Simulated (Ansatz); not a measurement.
## C₂H₆AlS, SMILES [CH2][Al]([CH3])[SH]: an atomisation energy, step by step

With Ansatz 0.2.0 through its Python package.

Run as a notebook:

**Cell 1**
```python
from collections import Counter
from dataclasses import dataclass

import ansatz
```

**Cell 2**
```python
@dataclass(frozen=True)
class Options:
    basis_set: str = "6-31G*"
    level: str = "MP2"


cfg = Options()


def single_point(molecule, charge=0, unpaired=0):
    calc = molecule.calculation().basis(gaussian=cfg.basis_set).correlation(cfg.level)
    if charge:
        calc = calc.charge(charge)
    if unpaired:
        calc = calc.spin("collinear", total=unpaired)
    report = calc.run(threads=1).report
    if report["published_state_doubts"]:
        print("  doubts:", report["published_state_doubts"])
    return report["free_energy_ev"]
```

**Cell 3**
```python
geometry = (
    ansatz.Crystal.molecule()
    .atom("C", (-1.6916, 0.9734, -0.2335))
    .atom("Al", (-0.0134, 0.0345, -0.3194))
    .atom("C", (0.4023, -1.3013, 1.0702))
    .atom("S", (1.5318, 0.4633, -1.9982))
    .atom("H", (-2.3177, 0.8033, -1.1856))
    .atom("H", (-1.5421, 2.1231, -0.172))
    .atom("H", (-0.3013, -2.1057, 1.0845))
    .atom("H", (1.4724, -1.7208, 0.8683))
    .atom("H", (0.4509, -0.7908, 2.1189))
    .atom("H", (2.0917, 1.4699, -1.2303))
)
```

**Cell 4**
```python
# Hund ground states
unpaired = {"C": 2, "Al": 1, "S": 2, "H": 1}
counts = Counter(site.symbol for site in geometry.cartesian_sites)
atom_energy = {s: single_point(ansatz.Crystal.molecule().atom(s, (0, 0, 0)), 0, unpaired[s]) for s in counts}
whole = single_point(geometry, 0, 1)
for s, e in atom_energy.items():
    print(f"{s:2s} x{counts[s]}  {e:14.5f} eV")
print(f"C2H6AlS: {whole:.5f} eV")
split = sum(counts[s] * e for s, e in atom_energy.items()) - whole
print(f"atomisation energy (no zero-point term): {96.485332 * split:.1f} kJ/mol, {split / sum(counts.values()):.3f} eV an atom")
```
Output:
```text
C  x2     -1026.76650 eV
Al x1     -6582.06022 eV
S  x1    -10817.97849 eV
H  x6       -13.55761 eV
C2H6AlS: -19565.64931 eV
atomisation energy (no zero-point term): 2965.2 kJ/mol, 3.073 eV an atom
```

2965.2 kJ/mol from the electronic energies, without the zero-point term.

Notes:
- Total energies depend on the basis set; only differences at equal settings carry meaning.
- The geometry is a force-field or estimated start, not a minimum of this method, and the basis set is short of its limit. All parts are taken at fixed geometry, without zero-point energy.
- The species is open-shell (spin multiplicity 2).
- In double-zeta sets correlated atomisation energies come out some 10 to 15 % low.
- Finished in 2.3 s on 1 thread of Arm Neoverse V1 (shared host), peak memory 0.22 GiB.
